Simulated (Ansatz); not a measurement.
# AlBeH2 (doublet): from Hartree-Fock to the top rungs at distance Al1–H3 = 5.353 Å, 6-31G

Aim: climb from Hartree-Fock through coupled cluster and multireference methods for AlBeH2 (doublet) at one geometry and basis, and see what each rung misses.

Program: Ansatz 0.2.0, Gaussian basis. Level of theory: 6-31G, core rule «outside noble gas», up to 6 orbitals frozen. These are calculated values, not measurements.

To be run: UHF; CCSD(T) on ROHF; CCSD(T) on UHF; BCCD(T) on ROHF; CISD as a restricted active space (open shells left free, so some higher excitations enter); CCSDT(Q) on ROHF; CCSDT(Q) on UHF; CCSDTQ on ROHF; CASSCF and MRCISD+Q, 3 electrons in 3 orbitals; CASSCF and NEVPT2, 3 electrons in 3 orbitals; CASSCF and MRCISD+Q, 7 electrons in 10 orbitals; CASSCF and NEVPT2, 7 electrons in 10 orbitals; Full CI.

19 further runs of the same task are left out: 14 that didn't finish, 5 set aside as unsound or not needed. Runs told in other sessions of the task aren't counted.

### 1 The system

The geometry derives from a PBE0/def2-TZVP stationary point (not a proven minimum). One bond is set to the value named and the two fragments are kept rigid.

4 atoms, charge 0, spin multiplicity 2.

Atoms are counted from 1 here; the program's logs count them from 0.

Bond lengths: Be2–H4 1.345 Å.

Coordinates:

```xyz
4
AlBeH2
Al    0.0000   -0.1546    0.5393
Be    0.0000    0.0782   -1.7679
H     0.0000    3.4701    4.4784
H     0.0000   -0.0313   -3.1082
```

### 2 UHF

The input, in.yaml:

```yaml
crystal:
  periodic: [false, false, false]
  atoms:
    - {symbol: Al, position_ang: [0.000000, -0.154573, 0.539315]}
    - {symbol: Be, position_ang: [0.000000, 0.078181, -1.767901]}
    - {symbol: H, position_ang: [0.000000, 3.470073, 4.478420]}
    - {symbol: H, position_ang: [0.000000, -0.031328, -3.108187]}
basis:
  gaussian: {orbitals: 6-31G}
magnetization: {spin_polarized: true, initial_magnetization: 1}
hamiltonian: {xc: hf}
output: {orbitals: {seedname: orbitals}}
```

Run with:

```sh
$ ansatz run in.yaml --threads 1 --pin off --events-out ev --progress --plain --max-ram 2393MiB
```

After this run come: CCSD(T) on ROHF; CCSD(T) on UHF; BCCD(T) on ROHF; CISD as a restricted active space (open shells left free, so some higher excitations enter); CCSDT(Q) on ROHF; CCSDT(Q) on UHF; CCSDTQ on ROHF; CASSCF and MRCISD+Q, 3 electrons in 3 orbitals; CASSCF and NEVPT2, 3 electrons in 3 orbitals; CASSCF and MRCISD+Q, 7 electrons in 10 orbitals; CASSCF and NEVPT2, 7 electrons in 10 orbitals; Full CI.

Before running them: what should the planned runs give, taken together? Wanted: FCI from the RHF energy; RMP2 from FCI; UMP2 from FCI; RCCSD from FCI; RCCSD(T) from FCI; UCCSD(T) from FCI; RCCSDT(Q) from FCI; UCCSDT(Q) from FCI; MRCISD+Q pair from FCI.

As calculated:

| quantity | value |
| --- | --- |
| FCI from the ROHF energy | -1.9837 eV |
| RMP2 from FCI | +69.0 kJ/mol |
| UMP2 from FCI | +71.5 kJ/mol |
| RCCSD from FCI | +4.4 kJ/mol |
| RCCSD(T) from FCI | +1.7 kJ/mol |
| UCCSD(T) from FCI | +2.2 kJ/mol |
| RCCSDT(Q) from FCI | +0.2 kJ/mol |
| UCCSDT(Q) from FCI | +0.3 kJ/mol |
| MRCISD+Q pair from FCI | -3.8 kJ/mol |
| NEVPT2 valence from FCI | +13.7 kJ/mol |
| MRCISD+Q valence from FCI | +0.4 kJ/mol |
| levels within 1 kcal/mol (43 meV) | RCCSD(T), UCCSD(T), BCCD(T), RCCSDT, UCCSDT, RCCSDT(Q), UCCSDT(Q), RCCSDTQ, MRCISD+Q pair, MRCISD valence, MRCISD+Q valence |
| T1 diagnostic | 0.016 |
| effectively unpaired electrons | 1.12 |

In words: RCCSD(T) lands +1.7 kJ/mol from the yardstick (0.9 % of the correlation energy). MRCISD+Q pair falls below full CI: the +Q correction isn't variational, and the cores differ from full CI's. One determinant dominates. Of the multireference levels listed MRCISD+Q valence comes nearest in total energy (+0.4 kJ/mol), which doesn't show that its space is the better one. These misses are within one basis, not against nature; the frozen cores of restricted and unrestricted runs differ, which can shift their rows.

Levels on UHF freeze UHF's core orbitals, full CI those of ROHF, so the U rows can settle a little off it for that reason alone.

With open shells the CI space here admits some higher excitations, so it is larger than plain CISD.
